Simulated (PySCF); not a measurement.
# GeCl: bond curves at several levels of theory

One table from this session's results is given with a row withheld; the runs are named, their logs left out.

The runs use PySCF 2.14.0; Ge aug-pcseg-1, Cl aug-pcseg-1, no relativity.

Set-up of the first run:

The job is set up so:

```json
{
 "atoms": "Ge, Cl",
 "charge": "0",
 "basis": "Ge aug-pcseg-1, Cl aug-pcseg-1",
 "Hamiltonian": "no relativity",
 "basis functions": "63",
 "electrons treated": "49",
 "masses in u": "73.9212, 34.9689",
 "levels": "PBE0, PBE, r²SCAN, revPBE, M06-L, B3LYP, HF, MP2, SCS-MP2, CCSD, CCSD(T)",
 "grid": "80 radial by 434 angular points",
 "occupations": "held fixed by the projection of orbital angular momentum",
 "dissociation limit": "Ge + Cl, each in its ground configuration",
 "starting distance in angstrom": "2.130",
 "values of 2S to try": "1, 3"
}
```

Run with:

```sh
OMP_NUM_THREADS=1 python dia.py task.json out
```

Steps of the session up to this table: Input; First curve: PBE0; Excited determinants; PBE (GGA); r²SCAN (meta-GGA); revPBE; M06-L (meta-GGA); B3LYP; UHF (mean field); Correlated methods on the Hartree–Fock reference.

One table of the session follows, with a row left open; its other results are not shown here.

Energy (eV) from each level's lowest point:

| R (Å) | UHF | UHF-MP2 | UHF-SCS-MP2 | UHF-CCSD | UHF-CCSD(T) |
| --- | --- | --- | --- | --- | --- |
| 1.896 | 1.104 | 1.115 | 1.143 | n/a | n/a |
| 1.984 | 0.499 | 0.508 | 0.527 | 0.527 | 0.539 |
| 2.073 | ? | ? | ? | ? | ? |
| 2.139 | 0.043 | 0.045 | 0.051 | 0.051 | 0.054 |
| 2.205 | 0.000 | 0.000 | 0.000 | 0.000 | 0.000 |
| 2.271 | 0.017 | 0.015 | 0.010 | 0.010 | 0.007 |
| 2.359 | 0.108 | 0.105 | 0.092 | 0.093 | 0.085 |
| 2.470 | 0.294 | 0.292 | 0.271 | 0.272 | 0.258 |
| 2.602 | 0.580 | 0.582 | 0.551 | 0.552 | 0.532 |
| 2.778 | 1.007 | 1.017 | 0.974 | n/a | n/a |

**Question.** Estimate the row for R (Å) = 2.073.

Worked estimate for «UHF». A straight line through the neighbours (1.984, 0.499) and (2.139, 0.043) gives 0.499 + (0.043 − 0.499) × (2.073 − 1.984) / (2.139 − 1.984) = 0.237; a parabola fitted to 4 rows on both sides gives 0.151.

As computed: UHF: 0.166; UHF-MP2: 0.171; UHF-SCS-MP2: 0.182; UHF-CCSD: 0.182; UHF-CCSD(T): 0.189. In «UHF» the line misses by +0.071 and the parabola by -0.015.
